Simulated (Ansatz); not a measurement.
# Ir (diamond type): how the settings move a single-point run

Aim: see which settings change the result for Ir (diamond type), by how much, and at what cost.

Program: Ansatz 0.2.0. Level of theory: reference: DFT, PBEsol, PAW with Ansatz's default frozen-core files, scalar-relativistic. These are calculated values, not measurements.

### 1 The structure to begin with

It takes space group Fd-3m (No. 227, cubic). Conventional cell: a = 4.512 Å, b = 4.512 Å, c = 4.512 Å, α = 90.00°, β = 90.00°, γ = 90.00°. Ir (site symmetry -43m) has 4 Ir at 1.95 Å in its first shell of neighbours.

Coordinates:

```xyz
2
Lattice="0.0000 2.2558 2.2558 2.2558 0.0000 2.2558 2.2558 2.2558 0.0000" Properties=species:S:1:pos:R:3 pbc="T T T"
Ir   -0.5639   -0.5639   -0.5639
Ir    0.5639    0.5639    0.5639
```

### 2 Reference

input.yaml reads:

```yaml
crystal:
  lattice:
    - [0.0, 2.2557774008, 2.2557774008]
    - [2.2557774008, 0.0, 2.2557774008]
    - [2.2557774008, 2.2557774008, 0.0]
  atoms:
    - { symbol: Ir, position: [-0.125, -0.125, -0.125] }
    - { symbol: Ir, position: [0.125, 0.125, 0.125] }
kpoints:
  mp_grid: { grid: [13, 13, 13] }
scf:
  occupations: { method: fermi_dirac, width: 0.05 }
hamiltonian:
  xc: pbesol
  pseudopotentials: { kind: paw }
output:
  forces: true
  stress: true
  eigenvalues: true
  populations: true
```

The run is started by

```bash
ansatz run input.yaml --threads 1 --pin off --max-ram 2048MiB --backend cpu --events-out ev --progress --plain --runs-dir out
```

### 3 Changing settings: symmetry.detect false, xc lda

Edit input.yaml of step 2 so:

```diff
@@ -8,2 +8,3 @@
     - { symbol: Ir, position: [0.125, 0.125, 0.125] }
+  symmetry: { detect: false }
 kpoints:
@@ -13,3 +14,3 @@
 hamiltonian:
-  xc: pbesol
+  xc: lda
   pseudopotentials: { kind: paw }
```

**Question.** What will these runs give? Wanted: for each run, ending; energy change; pressure; gap; force.

The runs gave:

```tsv
run	ending	energy change	pressure (GPa)	gap (eV)	force (eV/Å)	cycles	time
reference	converged	-	494.6	0.00	0.00	6	3.2 s
1: symmetry.detect false, xc lda	converged	not comparable	484.6	0.00	0.00	6	68 s
```

Residual by cycle in the longest SCF loop of each run; runs are numbered as in the table. The quantity is the density residual dr2, in eV.

```tsv
cycle	reference	run 1
1	0.176	0.182
2	0.064	0.0689
3	0.00119	0.00108
4	4.6e-5	4.6e-5
5	2.0e-6	1.9e-6
6	3.1e-8	2.9e-8
```

What this shows: A change of functional puts the total energy on another scale; the pressure goes from 494.6 to 484.6 GPa. At this fixed cell a lower pressure means that this functional prefers a smaller volume than the reference. Cost: 68 s against 3.2 s. The structure is not at rest: the sound run finds 495 GPa, so these are no properties of the relaxed crystal. 

At pressures up to 495 GPa the PAW spheres may overlap and frozen cores may not hold, so those PAW values are rough without an all-electron check.
